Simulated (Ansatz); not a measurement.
# Si₅H₁₂: small, medium and large basis sets

How large a basis does Si₅H₁₂ need? Two functionals are run in growing sets.

Computed with Ansatz 0.2.0, Gaussian basis. Level: one geometry, several basis sets.

The runs, in order: PBE0-D4/def2-SVP; ωB97M-V/def2-SVP; PBE0-D4/def2-QZVPP; ωB97M-V/def2-QZVPP; the functionals' def2-TZVPP values are taken from earlier runs.

1 further run of the same task is left out (it didn't finish). Runs told in other sessions of the task aren't counted.

### Step 1. Structure used throughout

The geometry comes from an earlier relaxation with PBE0-D4 in a triple-zeta def2 set; it is a stationary point, not always the lowest conformer.

SMILES `[SiH3][SiH2][SiH2][SiH2][SiH3]`, 17 atoms, charge 0, spin multiplicity 1.

Atoms are counted from 1 here; the program's logs count them from 0.

Bond lengths: Si1–Si2 2.338 Å, Si1–H6 1.488 Å, Si1–H7 1.487 Å, Si1–H8 1.488 Å, Si2–Si3 2.339 Å, Si2–H9 1.490 Å, Si2–H10 1.490 Å, Si3–Si4 2.339 Å, Si3–H11 1.490 Å, Si3–H12 1.490 Å, Si4–Si5 2.338 Å, Si4–H13 1.490 Å, Si4–H14 1.490 Å, Si5–H15 1.488 Å, Si5–H16 1.488 Å, Si5–H17 1.488 Å. Angles: Si2–Si1–H6 109.5°, Si2–Si1–H7 111.4°, Si2–Si1–H8 109.9°, H6–Si1–H7 108.7°, H6–Si1–H8 108.5°, H7–Si1–H8 108.8°, Si1–Si2–Si3 109.5°, Si1–Si2–H9 110.1°, Si1–Si2–H10 109.1°, Si3–Si2–H9 110.9°, Si3–Si2–H10 108.9°, H9–Si2–H10 108.2°, Si2–Si3–Si4 108.6°, Si2–Si3–H11 109.6°, Si2–Si3–H12 110.4°, Si4–Si3–H11 110.4°, Si4–Si3–H12 109.6°, H11–Si3–H12 108.4° and more.

### Step 2. PBE0-D4 in def2-SVP

Contents of in.yaml:

```yaml
crystal:
  periodic: [false, false, false]
  atoms:
    - {symbol: Si, position_ang: [-2.540926, 0.396630, -0.634364]}
    - {symbol: Si, position_ang: [-1.228163, -1.508890, -0.297131]}
    - {symbol: Si, position_ang: [0.910032, -1.150620, -1.175010]}
    - {symbol: Si, position_ang: [1.723948, 0.879900, -0.347265]}
    - {symbol: Si, position_ang: [1.501030, 0.919981, 1.980143]}
    - {symbol: H, position_ang: [-1.925008, 1.555472, 0.066376]}
    - {symbol: H, position_ang: [-3.921528, 0.203695, -0.115533]}
    - {symbol: H, position_ang: [-2.614622, 0.709583, -2.087047]}
    - {symbol: H, position_ang: [-1.871700, -2.693628, -0.931225]}
    - {symbol: H, position_ang: [-1.110846, -1.769052, 1.165416]}
    - {symbol: H, position_ang: [0.838990, -1.113265, -2.662921]}
    - {symbol: H, position_ang: [1.826542, -2.255768, -0.776314]}
    - {symbol: H, position_ang: [0.926440, 1.993430, -0.934126]}
    - {symbol: H, position_ang: [3.150536, 1.076499, -0.729188]}
    - {symbol: H, position_ang: [0.064091, 0.794751, 2.344762]}
    - {symbol: H, position_ang: [2.030968, 2.185527, 2.554830]}
    - {symbol: H, position_ang: [2.240223, -0.224225, 2.578599]}
basis:
  gaussian: {orbitals: def2-SVP}
hamiltonian: {xc: pbe0, dispersion: d4}
output: {orbitals: {seedname: orbitals}}
```

Started as:

```sh
$ ansatz run in.yaml --threads 4 --pin off --events-out ev --progress --plain --max-ram 11315MiB
```

The runs that follow: ωB97M-V in def2-SVP; PBE0-D4 in def2-QZVPP; ωB97M-V in def2-QZVPP.

Before running them: what should the planned runs give, taken together? Wanted: PBE0-D4: double and triple zeta above quadruple; ωB97M-V: double and triple zeta above quadruple.

The runs gave:

| quantity | value |
| --- | --- |
| PBE0-D4: double and triple zeta above quadruple | 15.11, 1.32 eV |
| ωB97M-V: double and triple zeta above quadruple | 15.21, 1.25 eV |

PBE0-D4 gains 13.79 eV from double to triple zeta, then 1.32 eV more. These are total energies; as a rule much of such shifts cancels in differences, which this series doesn't test. The LUMO of ωB97M-V is positive and keeps falling with the basis (1.56 to 1.00 eV): an unbound level that the basis holds in place.
